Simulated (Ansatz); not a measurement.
# GeH+ (singlet): the correlation ladder, cc-pVQZ

The task here is to estimate one member of a computed series from the others.

Method: cc-pVQZ, core rule «outside noble gas», up to 14 orbitals frozen; program: Ansatz 0.2.0, Gaussian basis.

The runs, in order: UHF; CCSD(T) on RHF; BCCD(T) on RHF; CCSDT(Q) on RHF; CASSCF and MRCISD+Q, 4 electrons in 5 orbitals; CASSCF and NEVPT2, 4 electrons in 5 orbitals; Full CI.

6 further runs of the same task are left out: 2 that didn't finish, 4 set aside as unsound or not needed.

## The geometry

The geometry is a PBE0/def2-TZVP stationary point (not a proven minimum) of the parent state, kept for this charge and spin. No spin-orbit coupling is included. The filled d shell of Ge may be among the frozen orbitals whatever the setting's name suggests; the logs give the count.

2 atoms, charge 1, spin multiplicity 1.

Atoms are counted from 1 here; the program's logs count them from 0.

Bond lengths: Ge1–H2 1.601 Å.

Set-up of the first run:

in.yaml reads:

```yaml
crystal:
  periodic: [false, false, false]
  atoms:
    - {symbol: Ge, position_ang: [0.000000, 0.000000, 0.000000]}
    - {symbol: H, position_ang: [0.000000, 0.000000, 1.601240]}
basis:
  gaussian: {orbitals: cc-pVQZ}
total_charge: 1
magnetization: {spin_polarized: true, initial_magnetization: 0}
hamiltonian: {xc: hf}
output: {orbitals: {seedname: orbitals}}
```

Launch:

```bash
$ ansatz run in.yaml --threads 1 --pin off --events-out ev --progress --plain --max-ram 2560MiB --backend cpu
```

Steps of the session up to this table: UHF; CCSD(T) on RHF; BCCD(T) on RHF; CCSDT(Q) on RHF; CASSCF and MRCISD+Q, 4 electrons in 5 orbitals; CASSCF and NEVPT2, 4 electrons in 5 orbitals; Full CI.

One of the session's tables, all rows but one given; the rest of the session is left out.

It belongs to the step «Misses and costs». 

```
          method  from FCI (meV)
             RHF         +2438.6
            RMP2          +554.8
           RCCSD               ?
        RCCSD(T)            +9.5
         BCCD(T)            +9.5
          RCCSDT            +1.6
       RCCSDT(Q)            +0.3
  CASSCF valence         +1131.8
  NEVPT2 valence          +324.0
  MRCISD valence           +34.8
MRCISD+Q valence           +10.5
             FCI               0
```

**Question.** Estimate the row for RCCSD.

The run gave: from FCI (meV): +49.7. In the column «from FCI (meV)» it lies between MRCISD valence (+34.8) and NEVPT2 valence (+324.0).
